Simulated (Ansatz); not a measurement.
# CdAg2 (Ag (110), 3 layers): how the settings move a single-point run

How sensitive is a single-point run of CdAg2 (Ag (110), 3 layers) to its settings? A reference run comes first, then one run with altered input.

Method: reference: DFT, PBEsol, PAW with Ansatz's default frozen-core files, scalar-relativistic, in Ansatz 0.2.0.

1 further run of the same task is left out (it didn't finish).

## Step 1: Starting point

Symmetry: Pmm2, No. 25, orthorhombic system. Conventional cell: a = 2.867 Å, b = 4.054 Å, c = 18.867 Å, α = 90.00°, β = 90.00°, γ = 90.00°. Around Cd (site symmetry mm2) lie 5 Ag at 2.76 to 2.84 Å and 2 Cd at 2.87 Å. Around Ag (site symmetry mm2) lie 4 Cd at 2.84 Å and 6 Ag at 2.84 to 2.87 Å. Ag (site symmetry mm2) has 1 Cd at 2.76 Å and 6 Ag at 2.84 to 2.87 Å as nearest neighbours.

Structure file:

```cif
data_structure
_symmetry_space_group_name_H-M 'P 1'
_symmetry_Int_Tables_number 1
_cell_length_a 2.8670
_cell_length_b 4.0545
_cell_length_c 18.8670
_cell_angle_alpha 90.000
_cell_angle_beta 90.000
_cell_angle_gamma 90.000
_cell_volume 219.31
loop_
_atom_site_label
_atom_site_type_symbol
_atom_site_fract_x
_atom_site_fract_y
_atom_site_fract_z
_atom_site_occupancy
Cd1 Cd 0.00000 0.00000 0.42699 1
Ag1 Ag 0.50000 0.50000 0.50000 1
Ag2 Ag 0.00000 0.00000 0.57301 1
```

## Step 2: Baseline

The input, input.yaml:

```yaml
crystal:
  lattice:
    - [2.8669514164, 0.0, 0.0]
    - [0.0, 4.0544815757, 0.0]
    - [0.0, 0.0, 18.867]
  atoms:
    - { symbol: Cd, position: [0.0, 0.0, 0.4269868055] }
    - { symbol: Ag, position: [0.5, 0.5, 0.4999999909] }
    - { symbol: Ag, position: [0.0, 0.0, 0.5730132036] }
kpoints:
  mp_grid: { grid: [14, 10, 1] }
scf:
  occupations: { method: fermi_dirac, width: 0.05 }
hamiltonian:
  xc: pbesol
  pseudopotentials: { kind: paw }
output:
  forces: true
  stress: true
  eigenvalues: true
efield:
  axis: 3
  amplitude: 0
  dipole_correction: true
```

The run is started by

```bash
ansatz run input.yaml --threads 1 --pin off --max-ram 3584MiB --backend cpu --events-out ev --progress --plain --runs-dir out
```

## Step 3: Changing settings: mp_grid.grid [7, 5, 1], ecutwfc 40.4 Ry, accuracy high

input.yaml: that of step 2 with these lines changed.

```diff
@@ -10,3 +10,3 @@
 kpoints:
-  mp_grid: { grid: [14, 10, 1] }
+  mp_grid: { grid: [7, 5, 1] }
 scf:
@@ -24 +24,4 @@
   dipole_correction: true
+basis:
+  ecutwfc: "40.4 Ry"
+accuracy: high
```

Before running it: what results should come out? Wanted: for each run, ending; energy change; gap; force.

The runs gave:

| run | ending | energy change | gap (eV) | force (eV/Å) | cycles | time |
| --- | --- | --- | --- | --- | --- | --- |
| reference | converged | 0 | 0.00 | 0.45 | 7 | 26 s |
| 1: mp_grid.grid [7, 5, 1], ecutwfc 40.4 Ry, accuracy high | converged | -5.4 meV/atom | 0.00 | 0.47 | 12 | 17 s |

Residual by cycle in the longest SCF loop of each run; runs are numbered as in the table. The quantity is the density residual dr2, in eV.

```csv
cycle,reference,run 1
1,0.0403,0.0415
2,0.0405,0.0464
3,0.00343,0.0044
4,2.1e-4,6.5e-4
5,4.4e-6,4.7e-5
6,2.7e-7,9.0e-6
7,4.2e-8,1.3e-6
8,-,1.3e-7
9,-,2.0e-8
10,-,1.4e-9
11,-,4.2e-10
12,-,5.2e-11
```

What this shows: Changing the k-point mesh, cutoff and accuracy level moves the energy by -5.4 meV/atom, and the largest force goes from 0.45 to 0.47 eV/Å. More than one kind of setting changed, and this run alone doesn't tell their shares apart. Cost: 12 SCF cycles against 7, 17 s against 26 s.
